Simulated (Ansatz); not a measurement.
# C2H6GeTe: basis-set convergence

An exercise on one series of results from a longer session: the logs are not shown, and one member is left open.

Method: one geometry, several basis sets; program: Ansatz 0.2.0, Gaussian basis.

The runs, in order: PBE0-D4/def2-SVP; ωB97M-V/def2-SVP; PBE0-D4/def2-QZVPP; ωB97M-V/def2-QZVPP; the functionals' def2-TZVPP values are taken from earlier runs.

### The relaxed structure

An earlier PBE0-D4 in a triple-zeta def2 set relaxation fixed the geometry. Te takes the def2 core potential; no spin-orbit term is included.

SMILES `[GeH3][CH]1C[Te]1`, 10 atoms, charge 0, spin multiplicity 1.

Atoms are counted from 1 here; the program's logs count them from 0.

Bond lengths: Ge1–C2 1.948 Å, Ge1–H5 1.534 Å, Ge1–H6 1.535 Å, Ge1–H7 1.544 Å, C2–C3 1.459 Å, C2–Te4 2.188 Å, C2–H8 1.085 Å, C3–Te4 2.176 Å, C3–H9 1.084 Å, C3–H10 1.084 Å. Angles: C2–Ge1–H5 110.0°, C2–Ge1–H6 107.4°, C2–Ge1–H7 109.6°, H5–Ge1–H6 110.9°, H5–Ge1–H7 109.2°, H6–Ge1–H7 109.7°, Ge1–C2–C3 120.9°, Ge1–C2–Te4 114.0°, Ge1–C2–H8 116.8°, C3–C2–Te4 70.0°, C3–C2–H8 115.9°, Te4–C2–H8 109.4°, C2–C3–Te4 70.9°, C2–C3–H9 118.9°, C2–C3–H10 118.9°, Te4–C3–H9 111.6°, Te4–C3–H10 112.5°, H9–C3–H10 115.3° and more.

Geometry (Å):

```tsv
atom	x (Å)	y (Å)	z (Å)
Ge1	-0.7223	1.2810	0.1616
C2	0.2133	-0.2451	-0.6060
C3	0.9550	-1.1730	0.2409
Te4	-0.8764	-2.1348	-0.4329
H5	-1.9599	1.6152	-0.6807
H6	-1.1212	0.9015	1.5945
H7	0.2175	2.5056	0.1891
H8	0.5812	-0.1327	-1.6210
H9	0.9524	-1.0192	1.3140
H10	1.8434	-1.6495	-0.1566
```

The first run:

Contents of in.yaml:

```yaml
crystal:
  periodic: [false, false, false]
  atoms:
    - {symbol: Ge, position_ang: [-0.722296, 1.280957, 0.161605]}
    - {symbol: C, position_ang: [0.213338, -0.245064, -0.606001]}
    - {symbol: C, position_ang: [0.954970, -1.173004, 0.240910]}
    - {symbol: Te, position_ang: [-0.876431, -2.134824, -0.432868]}
    - {symbol: H, position_ang: [-1.959873, 1.615187, -0.680700]}
    - {symbol: H, position_ang: [-1.121214, 0.901531, 1.594505]}
    - {symbol: H, position_ang: [0.217523, 2.505570, 0.189143]}
    - {symbol: H, position_ang: [0.581219, -0.132674, -1.621021]}
    - {symbol: H, position_ang: [0.952437, -1.019225, 1.314003]}
    - {symbol: H, position_ang: [1.843427, -1.649453, -0.156575]}
basis:
  gaussian: {orbitals: def2-SVP}
hamiltonian: {xc: pbe0, dispersion: d4}
output: {orbitals: {seedname: orbitals}}
```

Run with:

```sh
> ansatz run in.yaml --threads 4 --pin off --events-out ev --progress --plain --max-ram 10444MiB
```

Among the steps run: PBE0-D4 in def2-SVP; ωB97M-V in def2-SVP; PBE0-D4 in def2-QZVPP; ωB97M-V in def2-QZVPP.

One table of the session follows, with a row left open; its other results are not shown here.

| functional | basis | HOMO (eV) |
| --- | --- | --- |
| PBE0-D4 | def2-SVP | -5.75 |
| PBE0-D4 | def2-TZVPP | -5.85 |
| PBE0-D4 | def2-QZVPP | -5.87 |
| ωB97M-V | def2-SVP | -7.81 |
| ωB97M-V | def2-TZVPP | ? |
| ωB97M-V | def2-QZVPP | -7.95 |

**Question.** Estimate the row for ωB97M-V, def2-TZVPP.

The run gave: HOMO (eV): -7.93. In the column «HOMO (eV)» it lies between ωB97M-V, def2-QZVPP (-7.95) and ωB97M-V, def2-SVP (-7.81).
